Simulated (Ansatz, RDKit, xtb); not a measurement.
**C4H4F3N: which of the isomers drawn lies lowest?**

Which of a sample of isomers of C4H4F3N is the most stable in the gas at 298.15 K, and what are its properties? The sample is small against all isomers, and the most stable one of this formula need not be in it.

Plan: many cheap relaxations first (GFN2-xTB), then density-functional screening, relaxation at B3LYP-D3(BJ)/def2-SVP, vibrations (at GFN2-xTB) and a final energy. The numbers are computed, not measured.

## Step 1: Drawing up candidates

Isomers were taken from a list of plausible structures; this is a sample, not all of them. That gives 3 candidates.

```tsv
label	SMILES	spin
c158	NC#CCC(F)(F)F	singlet
c457	C#C[C@@H](N)C(F)(F)F	singlet
c549	NCC#CC(F)(F)F	singlet
```

Candidates are built by distance geometry, with a force field where one applies, in up to four conformers (letters a to d).

**Question.** With final energies at CCSD(T)/def2-SVP + MP2/def2-TZVPP - MP2/def2-SVP, which structure will this search put lowest in free energy, and by what margin?

| quantity | value |
| --- | --- |
| lowest structure found | NC#CCC(F)(F)F, singlet |
| next finalist | C#C[C@@H](N)C(F)(F)F, singlet, 3.8 kcal/mol higher in G |
| share at equilibrium, among the finalists | 99.8 % |

The lowest structure found is `NC#CCC(F)(F)F`. The margin of 3.8 kcal/mol over the next finalist is beyond the usual error of the last level; it says nothing of structures that weren't ranked. GFN2-xTB, HF/STO-3G, r2SCAN-D4/def2-SVP, B3LYP-D3(BJ)/def2-SVP, HF/def2-SVP and MP2/def2-SVP already put its bonding pattern lowest among the structures in one piece. The search is not exhaustive (a finite list of starts, one conformer a finalist), so a lower isomer can't be ruled out. Only 3 drawn patterns were tried, so whole families of isomers are missing, and the result ranks this sample alone. The lowest isomer need not be the one that is made and kept in a bottle, which depends on barriers.
